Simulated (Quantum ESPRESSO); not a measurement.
GeN: zone-centre phonons under several settings

```
CELL_PARAMETERS angstrom
2.56801 -3.07393 0.00000
2.56801 3.07393 0.00000
0.00000 0.00000 3.11349
ATOMIC_POSITIONS crystal
Ge 0.00000 0.50000 0.50000
Ge 0.50000 0.00000 0.50000
N 0.63861 0.63861 0.00000
N 0.36139 0.36139 0.00000
```

The cell was built by a generator and needn't be a form met in nature.

All runs used Quantum ESPRESSO 7.5; k mesh 2 × 2 × 4, shifted; given cell, atoms relaxed; no spin polarisation; occupations smeared at first, fixed for the response.

| level | potentials | cutoff (eV) | pressure (GPa) | lowest optical mode without the field (cm⁻¹) | highest optical mode without the field (cm⁻¹) |
| --- | --- | --- | --- | --- | --- |
| PBE | GBRV 1.5 PBE | 612 | -1.6 | 209i | 919 |
| PBE | JTH 2.0 PBE | 735 | -0.4 | 199i | 915 |
| PBE | SSSP 1.3 efficiency PBE | 816 | ? | ? | ? |
| PBE | PseudoDojo 0.4.1 SR PBE standard | 1143 | -1.4 | 204i | 904 |
| PBE | SG15 PBE 1.2 | 1197 | -1.4 | 219i | 915 |
| PBE | SPMS 1.0 PBE | 1197 | -1.7 | 210i | 903 |
| PBE | Ansatz NC SR PBE | 1238 | -1.4 | 206i | 910 |

What stands in the row left open?

Pressure -1.7 GPa; lowest optical mode without the field 209i cm⁻¹; highest optical mode without the field 916 cm⁻¹.

Values marked i are imaginary: the cell is unstable against those modes at that level, or the meshes are too thin.

Caveats: all runs use coarse meshes; some modes are imaginary; before the sum rule the acoustic modes lie tens of cm⁻¹ from zero, a sign that the density grid also shifts the optical modes (some runs).

For the row left open. Caveat: the k mesh is coarse (spacing up to 0.80 Å⁻¹), so the values aren't converged; some modes are imaginary.
